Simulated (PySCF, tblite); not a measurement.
**2-chloro-1,4-dimethoxybenzene (C8H9ClO2): geometry, infrared bands and NMR shifts**

Wanted: the infrared bands and NMR shifts of 2-chloro-1,4-dimethoxybenzene (C8H9ClO2) (`COc1ccc(OC)c(Cl)c1`), by calculation.

Computed with tblite 0.8.0 and PySCF 2.14.0, with density-fitted response routines of our own, on a single molecule in the gas phase. Atoms count from 0, in the outputs and in this text.

### Step 1. The molecule as given

20 atoms, charge 0, multiplicity 1; geometry from: force field or distance geometry start.

Bonds of the start (Å): C0–O1 1.41, O1–C2 1.38, C2–C3 1.38, C3–C4 1.40, C4–C5 1.40, C5–O6 1.38, O6–C7 1.43, C5–C8 1.40, C8–Cl9 1.73, C8–C10 1.41, C10–C2 1.39, C0–H11 1.09, C0–H12 1.11, C0–H13 1.10, C3–H14 1.09, C4–H15 1.08, C7–H16 1.10, C7–H17 1.09, C7–H18 1.09, C10–H19 1.08.

### Step 2. Optimising the geometry with GFN2-xTB

The job: settings as JSON, then the geometry in Å.

```
{"job": {"kind": "relax", "xc": "GFN2-xTB", "basis": "xTB"}, "charge": 0, "multiplicity": 1}
C     -3.690700     0.055200    -0.027100
O     -2.635200    -0.852200     0.174600
C     -1.351900    -0.377700     0.029000
C     -0.350200    -1.303600     0.234800
C      0.998000    -0.960900     0.124000
C      1.351500     0.344300    -0.235000
O      2.646000     0.788500    -0.384400
C      3.698100    -0.146600    -0.159500
C      0.339300     1.280100    -0.449100
Cl     0.692300     2.919000    -0.881600
C     -1.018100     0.926900    -0.324400
H     -3.707900     0.425500    -1.054900
H     -4.642500    -0.479200     0.148600
H     -3.654500     0.883200     0.688900
H     -0.617100    -2.322300     0.517900
H      1.737700    -1.729000     0.310400
H      3.639300    -0.973100    -0.878400
H      3.682400    -0.526400     0.866800
H      4.641900     0.369800    -0.317500
H     -1.763800     1.689300    -0.494700
```

On the command line:

```
$ OMP_NUM_THREADS=1 python probes_run.py task.json out
```

This one command runs all jobs of the session in turn.

**Question.** This job is followed by: GFN2-xTB harmonic vibrations, gas phase; GIAO PBE0/pcSseg-1 NMR shielding, non-relativistic, gas phase. What will the session give for the following? strongest single infrared mode (GFN2-xTB); zero-point energy (GFN2-xTB); ¹³C shifts against TMS (PBE0/pcSseg-1); ¹H shifts against TMS (PBE0/pcSseg-1, means over atoms taken as alike); ¹⁷O shifts against H2O (PBE0/pcSseg-1); ³⁵Cl shifts against HCl (PBE0/pcSseg-1).

As calculated:

| quantity | value |
| --- | --- |
| strongest single infrared mode (GFN2-xTB) | 1469 cm⁻¹, 489 km/mol |
| zero-point energy (GFN2-xTB) | 94.5 kcal/mol |
| ¹³C shifts against TMS (PBE0/pcSseg-1) | 159.9, 155.8, 133.6, 121.2, 115.7, 114.3, 56.1, 56.0 ppm |
| ¹H shifts against TMS (PBE0/pcSseg-1, means over atoms taken as alike) | 7.02, 6.85, 6.75, 3.95, 3.87 ppm |
| ¹⁷O shifts against H2O (PBE0/pcSseg-1) | 97.1, 96.2 ppm |
| ³⁵Cl shifts against HCl (PBE0/pcSseg-1) | 196 ppm |

**Reading.** The optimisation took 31 steps and gained 0.077 eV; among the close pairs (by a distance rule), C8–C10 changed most, from 1.408 to 1.383 Å. All 54 modes are real, so the xTB geometry is a minimum. GFN2-xTB is a fitted tight-binding method: band positions and strengths are rough. Its intensities can rank the bands wrongly. At PBE0/pcSseg-1: The widest tensor belongs to Cl9: span 401 ppm, with a paramagnetic part of -393 ppm. NICS(1)zz of -25 ppm above the planar ring from C2 marks a diatropic (aromatic) ring current.
